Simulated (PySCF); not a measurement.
# FC3SH3 in PySCF: notebook, part 2 of 2

PySCF 2.14.0. Earlier steps stand in the parts before.

### 5 Excitation energies (Tamm-Dancoff), PBE0

run.py reads:

```python
import json
import numpy as np
from pyscf.pbc import gto, scf, dft, df

cell = gto.Cell()
cell.basis = 'cc-pvdz'
cell.fromfile('H3C3SF.xyz')
cell.exp_to_discard = 0
cell.precision = 1e-08
cell.max_memory = 2520  # MB
cell.verbose = 4
cell.build()

res = {}
kpts = cell.make_kpts([1, 1, 1])
mf = dft.KRKS(cell, kpts, xc='pbe0', exxdiv='ewald')
mf = mf.density_fit()
mf.with_df._cderi = 'cderi.h5'  # three-centre integrals saved by an earlier run on this cell, basis and mesh
mf.conv_tol = 1e-08
mf.max_cycle = 60

mf.kernel()
res.update(converged=bool(mf.converged), e_tot=mf.e_tot, nelec=cell.nelectron, nao=cell.nao, mesh=list(map(int, cell.mesh)), a=cell.lattice_vectors().tolist(), coords=cell.atom_coords().tolist(),
           mo_energy=[np.real(x).tolist() for x in mf.mo_energy], mo_occ=[np.real(x).tolist() for x in mf.mo_occ])
import h5py
print('fit functions by k pair:', sorted({v['0'].shape[0] for v in h5py.File(mf.with_df._cderi)['j3c'].values()}))
res.update(kpts=cell.get_scaled_kpts(kpts).tolist())
res['parts'] = {k: float(np.real(v)) for k, v in mf.scf_summary.items() if np.isscalar(v)}
json.dump(res, open('results.json', 'w'))
if not mf.converged:
    raise SystemExit('SCF not converged')

print('levels (eV)')
for i, kp in enumerate(res['kpts'][:40]):
    print('k %7.4f %7.4f %7.4f  ' % tuple(kp), ' '.join('%.3f' % (x * 27.211386) for x in res['mo_energy'][i][:28]))

# Mulliken populations
dm, s = np.asarray(mf.make_rdm1()), np.asarray(mf.get_ovlp())
sites = cell.aoslice_by_atom()[:, 2:]
tot = np.einsum('kij,kji->i', dm, s).real / len(kpts)
res['mulliken'] = [cell.atom_charge(i) - tot[a0:a1].sum() for i, (a0, a1) in enumerate(sites)]
print('Mulliken charges', np.round(res['mulliken'], 5))

from pyscf.pbc import tdscf
td = tdscf.KTDA(mf)
td.nstates = 5
td.kshift_lst = [0]
td.conv_tol = 1e-5
td.kernel()
res.update(excitations=np.real(td.e[0]).tolist(), post_converged=bool(np.all(td.converged)))
res['done'] = True
json.dump(res, open('results.json', 'w'))
```

H3C3SF.xyz reads:

```xyz
8
Lattice="13.0000000000 0.0000000000 0.0000000000 0.0000000000 14.0000000000 0.0000000000 0.0000000000 0.0000000000 12.0000000000" Properties=species:S:1:pos:R:3 pbc="T T T"
F      6.5100999600      9.0873500200      7.2033500400
C      7.2466999800      8.3185499600      6.3310500000
C      6.4561000400      7.2011500400      5.8159500000
C      6.2915000200      5.9722500600      5.5163499600
S      4.8983000300      6.9475499800      4.8646500000
H      8.1276999700      7.9387499800      6.8573499600
H      7.5630999600      8.9583499600      5.4997500000
H      6.6392999400      4.9546499800      5.4976500000
```

Potentials or basis: cc-pvdz (all-electron).

Command:

```console
$ OMP_NUM_THREADS=2 python -u run.py > log
```

Log:

```text
Discarded 0 diffused primitive functions, 0 contracted functions

******** <class 'pyscf.pbc.dft.krks.KRKS'> ********
method = KRKS
initial guess = minao
damping factor = 0
level_shift factor = 0
DIIS = <class 'pyscf.scf.diis.CDIIS'>
diis_start_cycle = 1
diis_space = 8
diis_damp = 0
SCF conv_tol = 1e-08
SCF conv_tol_grad = None
SCF max_cycles = 60
direct_scf = True
direct_scf_tol = 1e-13

******** PBC SCF flags ********
N kpts = 1
Exchange divergence treatment (exxdiv) = ewald
    madelung (= occupied orbital energy shift) = 0.11502128564089273
    Total energy shift due to Ewald probe charge = -1/2 * Nelec*madelung = -2.64548956974
DF object = <pyscf.pbc.df.df.GDF object>
XC functionals = pbe0
small_rho_cutoff = 0
radial grids:
    Treutler-Ahlrichs [JCP 102, 346 (1995); DOI:10.1063/1.469408] (M4) radial grids

becke partition: Becke, JCP 88, 2547 (1988); DOI:10.1063/1.454033
[... 36 lines left out ...]
  HOMO = -0.192616328864  LUMO = -0.0144179423678  gap/eV = 4.84903
nelec by numeric integration = 46.00000789830534
cycle= 7 E= -613.690095565417  delta_E= -3.47e-06  |g|= 0.000867  |ddm|= 0.00465
  HOMO = -0.192745592233  LUMO = -0.0143938574633  gap/eV = 4.85320
nelec by numeric integration = 46.000007900298
cycle= 8 E= -613.690095776938  delta_E= -2.12e-07  |g|= 0.000199  |ddm|= 0.0011
  HOMO = -0.19272369407  LUMO = -0.0144008171801  gap/eV = 4.85241
nelec by numeric integration = 46.000007899979565
cycle= 9 E= -613.690095788987  delta_E= -1.2e-08  |g|= 5.33e-05  |ddm|= 0.000273
  HOMO = -0.192720228084  LUMO = -0.0143951148997  gap/eV = 4.85247
nelec by numeric integration = 46.000007899997584
cycle= 10 E= -613.690095789839  delta_E= -8.51e-10  |g|= 1.56e-05  |ddm|= 7.09e-05
  HOMO = -0.192721545289  LUMO = -0.0143960208828  gap/eV = 4.85248
nelec by numeric integration = 46.00000790000007
Extra cycle  E= -613.690095789821  delta_E= 1.81e-11  |g|= 2.08e-05  |ddm|= 3.68e-05
converged SCF energy = -613.690095789821
fit functions by k pair: [461]
levels (eV)
k  0.0000  0.0000  0.0000   -2422.504 -673.900 -281.061 -279.935 -279.897 -217.479 -161.385 -161.263 -161.023 -33.434 -24.724 -20.806 -17.252 -15.814 -14.305 -14.056 -13.937 -10.579 -10.470 -9.956 -9.404 -8.539 -5.244 -0.392 0.459 1.648 2.573 3.075
Mulliken charges [-0.23138  0.25291 -0.02669 -0.08794 -0.07405  0.05991  0.06439  0.04285]

******** <class 'pyscf.pbc.tdscf.krks.TDA'> for <class 'pyscf.pbc.dft.krks.KRKS'> ********
nstates = 5 singlet
deg_eia_thresh = 1.000e-03
kshift_lst = [0]
wfnsym = None
conv_tol = 1e-05
eigh lindep = 1e-12
eigh level_shift = 0
eigh max_cycle = 100

nelec by numeric integration = 46.00000790000007

******** <class 'pyscf.pbc.df.rsdf_builder._RSNucBuilder'> ********
mesh = [47 51 45] (107865 PWs)
ke_cutoff = 17.302185920816544
omega = 0.5229654415994075
exclude_d_aux = False
exclude_dd_block = True
j2c_eig_always = False
has_long_range = True
kshift = 0  Excited State energies (eV)
[3.54053802 3.97434734 5.24362734 6.4674851  6.70474074]
```

Wall time 85 s (2 threads of Arm Neoverse V1, shared host); peak memory 1.9 GiB.

What came out:

```
Free energy                     : -16699.3582 eV
Gap between the frontier levels : 4.85 eV
Mulliken charges                : F -0.23; C +0.25, -0.03, -0.09; S -0.07; H +0.06, +0.04 e
```

Lowest excitation energies (eV): 3.54, 3.97, 5.24, 6.47, 6.70

Caveat: the basis is small and the box finite, so much correlation energy is missing and levels can be off by tenths of an eV; Mulliken charges move with the basis; the iterative solver can pass over a root and still report convergence; this is a molecule in a periodic box at the Γ point, so its band gap is the HOMO-LUMO gap; total energy, band gap and charges are those of the mean-field reference; the basis of atomic orbitals isn't converged, which shifts pressures, moduli and gaps.

### 6 Overview

| task | level | exxdiv | grid for exchange and correlation | gap on the mesh (eV) |
| --- | --- | --- | --- | --- |
| MP2 correlation energy | HF | ewald | - | 11.61 |
| RPA correlation energy | PBE | - | Becke, atom-centred | - |
| G0W0 quasiparticle levels | PBE0 | ewald | Becke, atom-centred | - |
| excitation energies (Tamm-Dancoff) | PBE0 | ewald | Becke, atom-centred | 4.85 |

Alike in all rows: potentials or basis cc-pvdz (all-electron); no spin polarisation; cell as given; k mesh 1 × 1 × 1; smearing fixed.

Caveats: the basis is small and the box finite, so much correlation energy is missing and levels can be off by tenths of an eV; this is a molecule in a periodic box at the Γ point, so its band gap is the HOMO-LUMO gap; the basis of atomic orbitals isn't converged, which shifts pressures, moduli and gaps; the iterative solver can pass over a root and still report convergence (some runs).

Total energies depend on the potentials used, so only differences within one code and one set of settings carry meaning.
